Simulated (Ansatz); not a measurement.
**CH2SeSi: single points off equilibrium**

An exercise on one series of results from a longer session: the logs are not shown, and one member is left open.

Computed with Ansatz 0.2.0, Gaussian basis. Level: single points in def2-TZVPP.

Correlated methods freeze the cores. Filled d shells of the heavier atoms are correlated.

## Starting geometry

SMILES `C#[Si][SeH]`, 5 atoms, charge 0, spin multiplicity 1.

Atoms are counted from 1 here; the program's logs count them from 0.

Bond lengths: C1–Si2 1.797 Å, C1–H4 1.086 Å, Si2–Se3 2.310 Å, Se3–H5 1.569 Å. Angles: Si2–C1–H4 123.6°, C1–Si2–Se3 156.3°, Si2–Se3–H5 93.8°.

Coordinates:

```
C    -1.01180   -1.45400    0.60430
Si   -0.34350    0.06150   -0.09370
Se    0.75150    2.09510   -0.07420
H    -1.55860   -2.19230    0.02600
H     2.10920    1.48790   -0.57280
```

The first run:

Contents of run/in.yaml:

```yaml
crystal:
  periodic: [false, false, false]
  atoms:
    - {symbol: C, position_ang: [-1.011800, -1.454000, 0.604300]}
    - {symbol: Si, position_ang: [-0.343500, 0.061500, -0.093700]}
    - {symbol: Se, position_ang: [0.751500, 2.095100, -0.074200]}
    - {symbol: H, position_ang: [-1.558600, -2.192300, 0.026000]}
    - {symbol: H, position_ang: [2.109200, 1.487900, -0.572800]}
basis:
  gaussian: {orbitals: def2-TZVPP}
correlation: {method: ccsd_t}
output: {forces: true}
```

No record of the launch command was kept for these runs.

Steps of the session up to this table: CCSD(T)/def2-TZVPP; PBE0-D4/def2-TZVPP; wB97M-V/def2-TZVPP; r2SCAN-D4/def2-TZVPP; PBE-D4/def2-TZVPP; wB97X-V/def2-TZVPP; revPBE-D4/def2-TZVPP.

One table of the session follows, with a row left open; its other results are not shown here.

```
   method  RMS force component (eV/Å)  angle to CCSD(T) forces (°)  dipole (D)
  CCSD(T)                       1.235                    reference        2.23
  PBE0-D4                           ?                            ?           ?
  wB97M-V                       1.558                          7.3        2.87
r2SCAN-D4                       1.383                          5.8        2.71
   PBE-D4                       1.277                          9.2        2.66
  wB97X-V                       1.616                          7.8        2.94
revPBE-D4                       1.242                          9.4        2.63
```

Estimate the missing values for PBE0-D4.

The run gave: RMS force component (eV/Å): 1.456; angle to CCSD(T) forces (°): 6.7; dipole (D): 2.78. In the column «RMS force component (eV/Å)» it lies between r2SCAN-D4 (1.383) and wB97M-V (1.558).
